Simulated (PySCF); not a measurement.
# TmF3(NH3): other functionals and bases at one geometry

The task here is to estimate one member of a computed series from the others.

Program: PySCF 2.14.0. Level of theory: several levels, as the steps say, no spin–orbit coupling. These are calculated values, not measurements.

1 further run of the same task is left out (for a known fault of the program).

### Where the work starts

8 atoms, charge 0, spin multiplicity 1.

Bond lengths: Tm1–F2 1.999 Å, Tm1–F3 1.999 Å, Tm1–F4 1.999 Å, Tm1–N5 2.451 Å, N5–H6 1.022 Å, N5–H7 1.022 Å, N5–H8 1.022 Å. Angles: F2–Tm1–F3 118.1°, F2–Tm1–F4 118.1°, F2–Tm1–N5 97.9°, F3–Tm1–F4 118.1°, F3–Tm1–N5 97.9°, F4–Tm1–N5 97.9°, Tm1–N5–H6 112.3°, Tm1–N5–H7 112.3°, Tm1–N5–H8 112.3°, H6–N5–H7 106.5°, H6–N5–H8 106.5°, H7–N5–H8 106.5°.

Geometry (Å):

```
Tm    0.09102   -0.09102    0.09102
F     1.05863    1.36647    1.05863
F    -1.36647   -1.05863    1.05863
F     1.05863   -1.05863   -1.36647
N    -1.32426    1.32426   -1.32426
H    -1.93420    1.93420   -0.77590
H    -0.77590    1.93420   -1.93420
H    -1.93420    0.77590   -1.93420
```

Formal oxidation states: Tm +3. Each metal's 12 4f electrons lie in its core potential, so multiplicities, spins and levels count the valence alone. An earlier session relaxed this geometry at PBE0, Tm lcecp-1-SVP with ECP58, F def2-SVP, N def2-SVP, H def2-SVP (singlet, point group C3v).

At PBE0 on the finer grid: E = -394.585631 Eh, HOMO -9.57 eV, LUMO -0.76 eV, Mulliken charge on Tm1 +1.14 e, largest force component 0.002 eV/Å. 

Levels to run: B3LYP; HF; PBE0, TZVP. Hardware: 2 threads of Arm Neoverse V1, shared host.

Set-up of the first run:

Input file run.py (the lines that set the calculation):

```python
mol = gto.M(atom='''
Tm     0.09102    -0.09102     0.09102
F      1.05863     1.36647     1.05863
F     -1.36647    -1.05863     1.05863
F      1.05863    -1.05863    -1.36647
N     -1.32426     1.32426    -1.32426
H     -1.93420     1.93420    -0.77590
H     -0.77590     1.93420    -1.93420
H     -1.93420     0.77590    -1.93420''',
    basis={'Tm': 'lcecp-1-SVP', 'F': 'def2-SVP', 'N': 'def2-SVP', 'H': 'def2-SVP'},
    ecp={'Tm': 'lcecp-1-SVP'},
    charge=0, spin=0)
mf = dft.RKS(mol, xc='B3LYP')
mf.grids.atom_grid = (75, 302)  # f atoms: unpruned, at least (60, 302)
mf = mf.density_fit()  # fitting sets: Tm AutoAux, F def2-universal-JKFIT, N def2-universal-JKFIT, H def2-universal-JKFIT
mf.conv_tol = 1e-08; mf.max_cycle = 55
mf.kernel(dm0)  # dm0: the density of the relaxed state
```

The run is started by

```bash
> OMP_NUM_THREADS=2 python run.py
```

Steps of the session up to this table: B3LYP; HF; PBE0, TZVP.

One of the session's tables, all rows but one given; the rest of the session is left out.

```
              level  HOMO (eV)  gap (eV)  charge on Tm1 (e)  dipole (D)  largest force component (eV/Å)
PBE0 (relaxed here)      -9.57      8.80               1.14        6.04                            0.00
              B3LYP      -9.24      8.12               1.07        6.01                            0.14
                 HF     -14.83     16.28               1.67        6.19                            0.54
         PBE0, TZVP          ?         ?                  ?           ?                               ?
```

**Question.** Estimate the row for PBE0, TZVP.

As computed: HOMO (eV): -9.74; gap (eV): 8.75; charge on Tm1 (e): 1.61; dipole (D): 6.02; largest force component (eV/Å): 0.22. In the column «HOMO (eV)» it lies between HF (-14.83) and PBE0 (relaxed here) (-9.57).

In one basis the HOMO–LUMO gap runs from 8.12 eV (B3LYP) to 16.28 eV (HF). The largest leftover force, 0.54 eV/Å with HF, stands at a geometry relaxed at another level. With 4f in the core, its levels are missing from HOMO and gap, and its count is fixed, so no charge can pass from the ligands into it. Total energies of different levels can't be compared.
